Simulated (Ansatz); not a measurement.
# TeMoS4: the cost of one run

Computed with Ansatz 0.2.0 (DFT PBE, scalar-relativistic, plane waves, PAW, unless a step's input says otherwise).

### 1 The starting structure

It takes space group P6/mmm (No. 191, hexagonal). The conventional cell has a = 4.812 Å, b = 4.812 Å, c = 8.305 Å, α = 90.00°, β = 90.00°, γ = 120.00°. Te (site symmetry 6/mmm) has 2 S at 2.21 Å as nearest neighbours. Mo (site symmetry 6/mmm) has 8 S at 1.94 to 2.78 Å as nearest neighbours. S (site symmetry 6mm) has 1 Mo at 1.94 Å and 1 Te at 2.21 Å as nearest neighbours. Around S (site symmetry -6m2) lie 3 S at 2.78 Å and 3 Mo at 2.78 Å.

Coordinates:

```cif
data_structure
_symmetry_space_group_name_H-M 'P6/mmm'
_symmetry_Int_Tables_number 191
_cell_length_a 4.8120
_cell_length_b 4.8120
_cell_length_c 8.3049
_cell_angle_alpha 90.000
_cell_angle_beta 90.000
_cell_angle_gamma 120.000
_cell_volume 166.54
loop_
_atom_site_label
_atom_site_type_symbol
_atom_site_symmetry_multiplicity
_atom_site_Wyckoff_symbol
_atom_site_fract_x
_atom_site_fract_y
_atom_site_fract_z
_atom_site_occupancy
Te1 Te 1 b 0.00000 0.00000 0.50000 1
Mo1 Mo 1 a 0.00000 0.00000 0.00000 1
S1 S 2 e 0.00000 0.00000 0.23355 1
S2 S 2 c 0.33333 0.66667 0.00000 1
```

The cell is invented: random cell by space group and Wyckoff sites (P6/mmm, No. 191). The dimensions are guesses.

### 2 Probe: one point on a coarse mesh

input.yaml reads:

```yaml
crystal:
  lattice:
    - [4.8120317, 0.0, 0.0]
    - [-2.40601585, 4.16734169, 0.0]
    - [0.0, 0.0, 8.30487554]
  atoms:
    - { symbol: Te, position: [0.0, 0.0, 0.5] }
    - { symbol: Mo, position: [0.0, 0.0, 0.0], spin: 1.0 }
    - { symbol: S, position: [0.0, 0.0, 0.23355091] }
    - { symbol: S, position: [0.0, 0.0, 0.76644909] }
    - { symbol: S, position: [0.33333333, 0.66666667, 0.0] }
    - { symbol: S, position: [0.66666667, 0.33333333, 0.0] }
basis:
  ecutwfc: 420
kpoints:
  mp_grid: { grid: [6, 6, 2] }
hamiltonian:
  xc: pbe
scf:
  occupations: { method: gaussian, width: 0.1 }
  lower_state_search: "off"
output:
  forces: true
  stress: true
  eigenvalues: true
  populations: true
magnetization:
  spin_polarized: true
```

Command:

```bash
$ ansatz run input.yaml --threads 1 --pin off --max-ram 2560MiB --backend cpu --events-out ev --progress --plain --runs-dir out
```

Q: Estimate wall time and peak memory on 1 thread of Intel Xeon at 2.50GHz (Skylake/Cascade Lake), shared host.

About 47 s, with a peak of 0.53 GiB.
